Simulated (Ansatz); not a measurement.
# GeBi3: the cost of one run

Computed with Ansatz 0.2.0 (DFT PBE, scalar-relativistic, plane waves, PAW, unless a step's input says otherwise).

1 further run of the same task is left out (it didn't finish).

### Step 1. The structure to begin with

It takes space group P6_3/mmc (No. 194, hexagonal). Conventional cell: a = 6.948 Å, b = 6.948 Å, c = 5.577 Å, α = 90.00°, β = 90.00°, γ = 120.00°. Ge (site symmetry -6m2) is surrounded by 12 Bi at 3.43 to 3.47 Å. Around Bi (site symmetry mm2) lie 4 Ge at 3.43 to 3.47 Å and 8 Bi at 3.44 to 3.48 Å.

Structure file:

```cif
data_structure
_symmetry_space_group_name_H-M 'P6_3/mmc'
_symmetry_Int_Tables_number 194
_cell_length_a 6.9481
_cell_length_b 6.9481
_cell_length_c 5.5769
_cell_angle_alpha 90.000
_cell_angle_beta 90.000
_cell_angle_gamma 120.000
_cell_volume 233.16
loop_
_atom_site_label
_atom_site_type_symbol
_atom_site_symmetry_multiplicity
_atom_site_Wyckoff_symbol
_atom_site_fract_x
_atom_site_fract_y
_atom_site_fract_z
_atom_site_occupancy
Ge1 Ge 2 c 0.33333 0.66667 0.25000 1
Bi1 Bi 6 h 0.83300 0.66600 0.25000 1
```

This is candidate A: Ni3Sn (D0_19) type (P6_3/mmc, No. 194).

(A quick probe on a coarse mesh, which set the mesh and smearing, is not shown.)

### Step 3. Relaxing cell and atoms (candidate A)

Input file input.yaml:

```yaml
crystal:
  lattice:
    - [6.9480842756, 0.0, 0.0]
    - [-3.4740421378, 6.0172174903, 0.0]
    - [0.0, 0.0, 5.5769096671]
  atoms:
    - { symbol: Ge, position: [0.3333333333, 0.6666666667, 0.25] }
    - { symbol: Ge, position: [0.6666666667, 0.3333333333, 0.75] }
    - { symbol: Bi, position: [0.833, 0.666, 0.25] }
    - { symbol: Bi, position: [0.167, 0.833, 0.75] }
    - { symbol: Bi, position: [0.334, 0.167, 0.25] }
    - { symbol: Bi, position: [0.167, 0.334, 0.75] }
    - { symbol: Bi, position: [0.833, 0.167, 0.25] }
    - { symbol: Bi, position: [0.666, 0.833, 0.75] }
basis:
  ecutwfc: 420
kpoints:
  mp_grid: { grid: [6, 6, 8] }
hamiltonian:
  xc: pbe
scf:
  occupations: { method: gaussian, width: 0.1 }
output:
  forces: true
  stress: true
  eigenvalues: true
relax:
  adjacent_minimum: "off"
  f_tol: 0.01
  max_steps: 80
  cell: { stress_tol: 0.05 }
```

Started as:

```bash
> ansatz run input.yaml --threads 1 --pin off --max-ram 2560MiB --backend cpu --events-out ev --progress --plain --runs-dir out
```

**Question.** How long does this run take on 1 thread of Intel Xeon Platinum 8375C at 2.90GHz (Ice Lake), shared host, and how much memory does it need?

About 3.7 min, with a peak of 0.8 GiB.
